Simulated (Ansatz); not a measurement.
# r2SCAN/cc-pVDZ run of SiCNCl2F (SMILES N#C[Si](F)(Cl)Cl)

What is the vertical ionisation energy of SiCNCl2F at r2SCAN/cc-pVDZ? 

Program for the calculation: Ansatz 0.2.0.

136 further runs of the same task are left out: 6 that didn't finish, 130 set aside as unsound or not needed. Runs told in other sessions of the task aren't counted.

### Step 1. Starting point

SiCNCl2F has 6 atoms, charge 0, and is taken as a singlet. As SMILES, `N#C[Si](F)(Cl)Cl`. The coordinates come from a PBE0-D4/def2-TZVP relaxation.

Bond lengths: N1–C2 1.151 Å, C2–Si3 1.830 Å, Si3–F4 1.572 Å, Si3–Cl5 2.006 Å, Si3–Cl6 2.006 Å. Angles: N1–C2–Si3 179.1°, C2–Si3–F4 107.4°, C2–Si3–Cl5 109.0°, C2–Si3–Cl6 109.0°, F4–Si3–Cl5 109.6°, F4–Si3–Cl6 109.6°, Cl5–Si3–Cl6 112.0°.

### Step 2. A single-point energy at r2SCAN/cc-pVDZ

in.yaml reads:

```yaml
crystal:
  periodic: [false, false, false]
  atoms:
    - {symbol: N, position_ang: [1.752600, -1.361000, 1.114200]}
    - {symbol: C, position_ang: [0.923100, -0.763300, 0.585900]}
    - {symbol: Si, position_ang: [-0.381900, 0.210300, -0.249400]}
    - {symbol: F, position_ang: [-1.471500, -0.801900, -0.758800]}
    - {symbol: Cl, position_ang: [0.422900, 1.177100, -1.812500]}
    - {symbol: Cl, position_ang: [-1.203100, 1.474700, 1.074300]}
basis:
  gaussian: {orbitals: cc-pVDZ}
output: {orbitals: {seedname: orbitals}}
accuracy: high
hamiltonian: {xc: r2scan}
```

Run with:

```bash
$ ansatz run in.yaml --threads 1 --pin off --max-ram 3480MiB --events-out events.jsonl --progress --plain --runs-dir runs
```

Output:

```text
Warning: RAYON_NUM_THREADS=1 ignored (pool sized by the plan → 1); use --threads N
Functional definition: r2SCAN
  name "r2SCAN"
  parameter k0 = 0.174
  parameter k1 = 0.065
  parameter a1 = 4.9479
  exchange = r2scan_x(k0 = k0, k1 = k1, a1 = a1)
  correlation = r2scan_c
2106 factors; integrals over basis functions are off by at most 3.2e-9 eV
mean field evaluation 1: about -38161.7785 eV, gradient 4.5e1 eV
mean field evaluation 2: about -38147.8484 eV, gradient 8.9e1 eV
mean field evaluation 4: about -38165.9989 eV, gradient 5.7e0 eV
mean field evaluation 8: about -38166.0530 eV, gradient 5.4e-1 eV
mean field evaluation 16: about -38166.0538 eV, gradient 7.8e-5 eV
mean field -38166.05376774 eV, -1402.5766060841 hartree, gradient 4.1e-8 eV, S^2 0.000000; 0 other end points of the search recorded, 0 dependent functions left out
reference -38166.05376831 eV, -1402.5766061049 hartree; 35, 35 occupied and 61, 61 virtual orbitals, 2106 factors
Total energy: -38166.05376831 eV, -1402.5766061049 hartree
```

It took 23 s on 1 thread of Arm Neoverse V1, shared host; peak memory 0.32 GiB.

### Step 3. The doublet cation at the same level

input.yaml reads:

```yaml
crystal:
  periodic: [false, false, false]
  atoms:
    - {symbol: N, position_ang: [1.752600, -1.361000, 1.114200]}
    - {symbol: C, position_ang: [0.923100, -0.763300, 0.585900]}
    - {symbol: Si, position_ang: [-0.381900, 0.210300, -0.249400]}
    - {symbol: F, position_ang: [-1.471500, -0.801900, -0.758800]}
    - {symbol: Cl, position_ang: [0.422900, 1.177100, -1.812500]}
    - {symbol: Cl, position_ang: [-1.203100, 1.474700, 1.074300]}
basis:
  gaussian:
    orbitals: cc-pVDZ
total_charge: 1
output: {orbitals: {seedname: orbitals}}
hamiltonian:
  xc: {name: r2SCAN}
magnetization:
  spin_polarized: true
  initial_magnetization: 1
accuracy: high
```

Run with:

```bash
$ ansatz run input.yaml --threads 1 --pin off --max-ram 3480MiB --events-out events.jsonl --progress --plain --runs-dir runs
```

Output (excerpt; [...] marks lines left out):

```text
Warning: RAYON_NUM_THREADS=1 ignored (pool sized by the plan → 1); use --threads N
Functional definition: r2SCAN
  name "r2SCAN"
[...]
2106 factors; integrals over basis functions are off by at most 3.2e-9 eV
[...]
mean field -38154.09583705 eV, -1402.1371602365 hartree, gradient 3.5e-8 eV, S^2 0.754308; 10 other end points of the search recorded, 0 dependent functions left out
reference -38154.09583831 eV, -1402.1371602828 hartree; 35, 34 occupied and 61, 62 virtual orbitals, 2106 factors
Total energy: -38154.09583831 eV, -1402.1371602828 hartree
```

Run time: 2.7 min. Hardware: 1 thread of Arm Neoverse V1, shared host; peak memory 0.53 GiB.

### Step 4. Outcome

At r2SCAN/cc-pVDZ:

```
                                          quantity           value
                    singlet SiCNCl2F: total energy  -1402.57661 Eh
                     singlet SiCNCl2F: HOMO energy        -9.06 eV
                     singlet SiCNCl2F: LUMO energy        -2.05 eV
                   singlet SiCNCl2F: HOMO–LUMO gap         7.01 eV
                      doublet cation: total energy  -1402.13716 Eh
doublet cation: HOMO energy (highest over α and β)       -15.05 eV
 doublet cation: LUMO energy (lowest over α and β)       -14.82 eV
                              doublet cation: ⟨S²⟩           0.754
vertical ionisation energy (to the doublet cation)       11.958 eV
```

What this shows: The vertical ionisation energy comes to 11.96 eV (276 kcal/mol). −ε(HOMO) before ionisation, 9.06 eV, is 2.90 eV below this ionisation energy.
